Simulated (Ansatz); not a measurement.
**B3PbO radical: energies up the ladder**

The task, for B3PbO radical: energies up the ladder. Spin multiplicity 2.

Computed with Ansatz 0.2.0 (the levels named in each step, unless a step's input says otherwise).

## 1. The structure to begin with

Bond lengths: O1–B2 1.231 Å, B2–B3 1.569 Å, B3–B4 1.486 Å, B3–Pb5 2.696 Å, B4–Pb5 2.098 Å. Angles: O1–B2–B3 179.3°, B2–B3–B4 173.2°, B2–B3–Pb5 136.1°, B4–B3–Pb5 50.7°, B3–B4–Pb5 96.1°, B3–Pb5–B4 33.2°.

Structure file:

```xyz
5

O     4.3865   -0.5013   -0.6497
B     3.1814   -0.7481   -0.6159
B     1.6484   -1.0794   -0.5787
B     0.2404   -1.5526   -0.6077
Pb   -0.6033    0.2151    0.1442
```

## 2. A rough first relaxation, PBE-D4/def2-SVPD

Input file input.yaml:

```yaml
crystal:
  periodic: [false, false, false]
  atoms:
    - { symbol: O, position_ang: [4.38652, -0.50128, -0.64971] }
    - { symbol: B, position_ang: [3.18135, -0.74813, -0.61585] }
    - { symbol: B, position_ang: [1.64841, -1.07939, -0.57868] }
    - { symbol: B, position_ang: [0.24035, -1.55255, -0.60768] }
    - { symbol: Pb, position_ang: [-0.60326, 0.21507, 0.1442] }
magnetization:
  spin_polarized: true
  initial_magnetization: 1
basis:
  gaussian: { orbitals: def2-SVPD }
hamiltonian:
  xc: pbe
  dispersion: d4
relax:
  f_tol: 0.03
  max_steps: 200
```

Command:

```sh
$ ansatz run input.yaml --threads 4 --pin off --max-ram 10240MiB --backend cpu --events-out ev --progress --plain --runs-dir out
```

After this run come: Relaxation, PBE0-D4/def2-TZVPPD; Frequencies, PBE0-D4/def2-TZVPPD; Single point, PBE-D4/def2-TZVPPD; Single point, r2SCAN-D4/def2-TZVPPD; Single point, B3LYP-D4/def2-TZVPPD; Single point, wB97M-V/def2-TZVPPD; Single point, B2PLYP/def2-TZVPPD; Single point, LDA/def2-TZVPPD; Single point, PBE0-D4/def2-SVPD; Single point, PBE-D4/def2-SVPD.

Q: Predict the outcome of this session. Wanted: O1–B2 at PBE0-D4/def2-TZVPPD; B2–B3 at PBE0-D4/def2-TZVPPD; B3–B4 at PBE0-D4/def2-TZVPPD; frequencies at PBE0-D4/def2-TZVPPD; energy at PBE-D4/def2-SVPD.

As calculated:

| quantity | value |
| --- | --- |
| O1–B2 at PBE0-D4/def2-TZVPPD | 1.207 Å |
| B2–B3 at PBE0-D4/def2-TZVPPD | 1.630 Å |
| B3–B4 at PBE0-D4/def2-TZVPPD | 1.528 Å |
| frequencies at PBE0-D4/def2-TZVPPD | 57 to 2006 cm⁻¹ |
| energy at PBE-D4/def2-SVPD | -9314.945 eV |

In words: No mode is imaginary, so the geometry is a minimum. These totals serve in differences with atoms or fragments at the same level; alone they don't rank the methods. Heavy atoms carry effective core potentials in def2 sets, and spin-orbit coupling is left out.
